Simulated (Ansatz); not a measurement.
# FH3OSiTe: basis-set convergence

Aim: see how fast density functionals converge with the basis set for FH3OSiTe.

Method: one geometry, several basis sets; program: Ansatz 0.2.0, Gaussian basis.

Plan: PBE0-D4/def2-SVP; ωB97M-V/def2-SVP; PBE0-D4/def2-QZVPP; ωB97M-V/def2-QZVPP; the functionals' def2-TZVPP values are taken from earlier runs.

## (1) The geometry

An earlier PBE0-D4 in a triple-zeta def2 set relaxation fixed the geometry. Te takes the def2 core potential; no spin-orbit term is included.

SMILES `O[SiH](F)[TeH]`, 7 atoms, charge 0, spin multiplicity 1.

Atoms are counted from 1 here; the program's logs count them from 0.

Bond lengths: O1–Si2 1.628 Å, O1–H5 0.959 Å, Si2–F3 1.594 Å, Si2–Te4 2.490 Å, Si2–H6 1.473 Å, Te4–H7 1.656 Å. Angles: Si2–O1–H5 118.2°, O1–Si2–F3 112.0°, O1–Si2–Te4 109.4°, O1–Si2–H6 105.9°, F3–Si2–Te4 106.9°, F3–Si2–H6 107.4°, Te4–Si2–H6 115.2°, Si2–Te4–H7 90.4°.

## (2) PBE0-D4 in def2-SVP

in.yaml

```yaml
crystal:
  periodic: [false, false, false]
  atoms:
    - {symbol: O, position_ang: [-0.504466, 1.143183, 1.206060]}
    - {symbol: Si, position_ang: [0.362404, 0.043266, 0.376657]}
    - {symbol: F, position_ang: [0.068388, -1.444699, 0.868136]}
    - {symbol: Te, position_ang: [-0.257746, 0.146802, -2.032762]}
    - {symbol: H, position_ang: [-1.452032, 1.177655, 1.059265]}
    - {symbol: H, position_ang: [1.775146, 0.334492, 0.674255]}
    - {symbol: H, position_ang: [0.069507, -1.468598, -2.197211]}
basis:
  gaussian: {orbitals: def2-SVP}
hamiltonian: {xc: pbe0, dispersion: d4}
output: {orbitals: {seedname: orbitals}}
```

Started as:

```sh
$ ansatz run in.yaml --threads 2 --pin off --events-out ev --progress --plain --max-ram 4352MiB
```

After this run come: ωB97M-V in def2-SVP; PBE0-D4 in def2-QZVPP; ωB97M-V in def2-QZVPP.

Q: Predict the results of all the runs planned. Wanted: PBE0-D4: double and triple zeta above quadruple; ωB97M-V: double and triple zeta above quadruple.

**Answer**, as computed:

```
                                       quantity           value
PBE0-D4: double and triple zeta above quadruple  10.10, 0.61 eV
ωB97M-V: double and triple zeta above quadruple  10.21, 0.57 eV
```

What this shows: PBE0-D4 gains 9.49 eV from double to triple zeta, then 0.61 eV more. These are total energies; as a rule much of such shifts cancels in differences, which this series doesn't test.
